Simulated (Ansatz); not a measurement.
Fe3Ge:

```xyz
4
Lattice="3.6605 0.0000 0.0000 0.0000 3.6605 0.0000 0.0000 0.0000 3.6605" Properties=species:S:1:pos:R:3 pbc="T T T"
Ge    0.0000    0.0000    0.0000
Fe    1.8303    0.0000    1.8303
Fe    1.8303    1.8303    0.0000
Fe    0.0000    1.8303    1.8303
```

The cell comes from a database or a generator and needn't be the stable form of this composition.

- Program: Ansatz 0.2.0
- Task: single point
- Functional: PBEsol
- Potentials or basis: all-electron LAPW, scalar-relativistic
- Cutoff: 279 eV (chosen from the basis error)
- Basis error allowed: 0.001 eV/atom
- k mesh: 7 × 7 × 7
- Occupations: fermi-dirac, width 0.05 eV
- Spin: collinear spin, ferromagnetic start
- Starting moments: [0.0, 3.0, 3.0, 3.0] μB

On this cell: pressure -11.6 GPa; largest force zero by symmetry; net moment 6.41 μB per cell; site moments Ge -0.15; Fe +2.22 μB; band gap on the k mesh none (metal or under the smearing width).

The same run follows on a disturbed copy (atoms moved at random, drawn with an rms of 0.05 Å):

```xyz
4
Lattice="3.6605 0.0000 0.0000 0.0000 3.6605 0.0000 0.0000 0.0000 3.6605" Properties=species:S:1:pos:R:3 pbc="T T T"
Ge   -0.0646    0.0044    0.0328
Fe    1.8621    0.0321    1.8623
Fe    1.8179    1.8869    0.0422
Fe    0.0151    1.8052    1.8333
```

What changes?

The energy (extrapolated to zero smearing) moves by +10.8 meV/atom; pressure -11.1 GPa; largest force 0.566 eV/Å; net moment 6.39 μB per cell; site moments Ge -0.14; Fe +2.20, +2.21 μB; band gap on the k mesh none (metal or under the smearing width).

Forces in eV/Å, atoms in the order of the input:
```
Ge   0.546  0.077 -0.128
Fe  -0.458 -0.072  0.017
Fe  -0.111 -0.329 -0.133
Fe   0.022  0.324  0.243
```

Stress tensor (GPa, compression positive):
```
-11.04   0.24  -0.05
  0.24 -11.26   0.08
 -0.05   0.08 -11.10
```
